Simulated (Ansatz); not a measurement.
# AlCl2H4Si: the cost of one run

Program: Ansatz 0.2.0. Level of theory: UKS PBE0-D4/6-31G*. These are calculated values, not measurements.

### 1 The structure to begin with

Bond lengths: Al1–H2 1.810 Å, Al1–Cl3 2.230 Å, Al1–Cl4 2.230 Å, Si5–H6 1.460 Å, Si5–H7 1.460 Å, Si5–H8 1.460 Å. Angles: H2–Al1–Cl3 120.0°, H2–Al1–Cl4 120.0°, Cl3–Al1–Cl4 120.0°, H6–Si5–H7 109.4°, H6–Si5–H8 109.4°, H7–Si5–H8 109.4°.

Structure file:

```xyz
8

Al    0.0000    0.0000    0.0000
H     0.0000    0.0000    1.8100
Cl    1.9312    0.0000   -1.1150
Cl   -1.9312    0.0000   -1.1150
Si    0.0000    0.0000    3.5700
H    -0.7436   -1.1581    4.0574
H     1.3747   -0.0649    4.0574
H    -0.6311    1.2230    4.0574
```

### 2 A restrained relaxation towards end A

Springs on the bonds that form and break draw the guess towards this end; the thresholds are loose.

Contents of input.yaml:

```yaml
crystal:
  periodic: [false, false, false]
  atoms:
    - { symbol: Al, position_ang: [0.0, 0.0, 0.0] }
    - { symbol: H, position_ang: [0.0, 0.0, 1.81] }
    - { symbol: Cl, position_ang: [1.9312, 0.0, -1.115] }
    - { symbol: Cl, position_ang: [-1.9312, 0.0, -1.115] }
    - { symbol: Si, position_ang: [0.0, 0.0, 3.57] }
    - { symbol: H, position_ang: [-0.7436, -1.1581, 4.0574] }
    - { symbol: H, position_ang: [1.3747, -0.0649, 4.0574] }
    - { symbol: H, position_ang: [-0.6311, 1.223, 4.0574] }
magnetization:
  spin_polarized: true
  initial_magnetization: 1
basis:
  gaussian: { orbitals: "6-31G*" }
hamiltonian:
  xc: pbe0
  dispersion: d4
relax:
  f_tol: 0.15
  max_steps: 25
  restrain:
    - { distance: [1, 4], at: 2.66, k: 30.0 }
    - { distance: [0, 1], at: 1.56, k: 30.0 }
output:
  orbitals: {}
```

Command:

```
> ansatz run input.yaml --threads 2 --pin off --max-ram 3072MiB --backend cpu --events-out ev --progress --plain --runs-dir out
```

**Question.** How long does this run take on 2 threads of Intel Xeon Platinum 8375C at 2.90GHz (Ice Lake), shared host, and how much memory does it need?

About 27 s, with a peak of 0.27 GiB.
